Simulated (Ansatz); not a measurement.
Write a Python script for Ansatz's Python interface that makes a convergence test of the plane-wave cutoff of GaN, space group P6_3mc. Settings (first run): mr2scan, PAW, cutoff 250 eV, 7×7×4 k-points, fixed occupations. The script varies cutoff (eV): 250, 300, 350, 400, 450, 500.

```
CELL_PARAMETERS angstrom
3.18000 0.00000 0.00000
-1.59000 2.75396 0.00000
0.00000 0.00000 5.16600
ATOMIC_POSITIONS crystal
Ga 0.33333 0.66667 0.00000
Ga 0.66667 0.33333 0.50000
N 0.33333 0.66667 0.37500
N 0.66667 0.33333 0.87500
```

Script `gan_ecut.py`:
```python
"""Convergence of GaN with the plane-wave cutoff."""

import logging
import sys
import warnings

import ansatz as az
import pandas as pd
from pymatgen.core import Lattice, Structure
from pymatgen.io.ase import AseAtomsAdaptor

logging.basicConfig(stream=sys.stdout, format="%(levelname)s %(message)s")
log = logging.getLogger("run")
log.setLevel(logging.INFO)

XC = "mr2scan"
MESH = (7, 7, 4)
FILLING = "Fixed"
MAX_SCF = 60

warnings.simplefilter("ignore", az.DeckWarning)

pmg_structure = Structure(
    Lattice([[3.18, 0.0, 0.0], [-1.59, 2.75396078, 0.0], [0.0, 0.0, 5.166]]),
    ["Ga", "Ga", "N", "N"],
    [
        [1 / 3, 2 / 3, 0.0],
        [2 / 3, 1 / 3, 0.5],
        [1 / 3, 2 / 3, 0.375],
        [2 / 3, 1 / 3, 0.875],
    ],
)
structure = az.Crystal.from_ase(AseAtomsAdaptor.get_atoms(pmg_structure))

calc = (
    structure.calculation()
    .functional(XC)
    .kpoints(*MESH)
    .occupations(FILLING)
    .scf(max_iterations=MAX_SCF)
)

rows = []
for value in [250, 300, 350, 400, 450, 500]:
    summary = calc.basis(value).run(threads=1, backend="cpu").report
    rows.append((value, summary["free_energy_ev"] / len(summary["lattice"]["sites"]), summary["n_iterations"], summary["n_pw"]))

table = pd.DataFrame(rows, columns=["cutoff (eV)", "F/atom (eV)", "iterations", "plane waves"])
print(table.round(5).to_string(index=False))

# the last row is the reference
for row in rows[:-1]:
    shift = 1000 * (row[1] - rows[-1][1])
    log.info(f"{row[0]}: {shift:+.2f} meV/atom" + ("  (within 2 meV)" if abs(shift) < 2 else ""))
```

```console
$ python gan_ecut.py
 cutoff (eV)  F/atom (eV)  iterations  plane waves
         250  -2087.06521           8          391
         300  -2088.02621           7          549
         350  -2088.16085           7          687
         400  -2088.18530           7          833
         450  -2088.19100           7          989
         500  -2088.19269           8         1129
INFO 250: +1127.48 meV/atom
INFO 300: +166.48 meV/atom
INFO 350: +31.84 meV/atom
INFO 400: +7.39 meV/atom
INFO 450: +1.69 meV/atom  (within 2 meV)
```

From 450 eV on it stays within 2 meV an atom of the value at 500 eV; the first row (250 eV) is off by 1127.5 meV and the last but one by 1.69 meV. The energy falls steadily, as expected when plane waves are added. The last run costs about 2.1 times the first.

What to keep in mind:
- Of the deposited cell: the entry's cell lengths or inner coordinates differ somewhat from later room-temperature determinations.
- The starting cell is as deposited in a crystallographic database; the results hold for this polymorph, which needn't be the stable one.
- Shifts are counted from the last row, which is itself no proven limit.
- The script silences the warnings on its input, which a real study should read.
- Wall time of the script: 31 s on 1 thread of Intel(R) Xeon(R) Platinum 8259CL CPU @ 2.50GHz (Skylake/Cascade Lake), with other jobs on the host, peak memory 0.58 GiB.
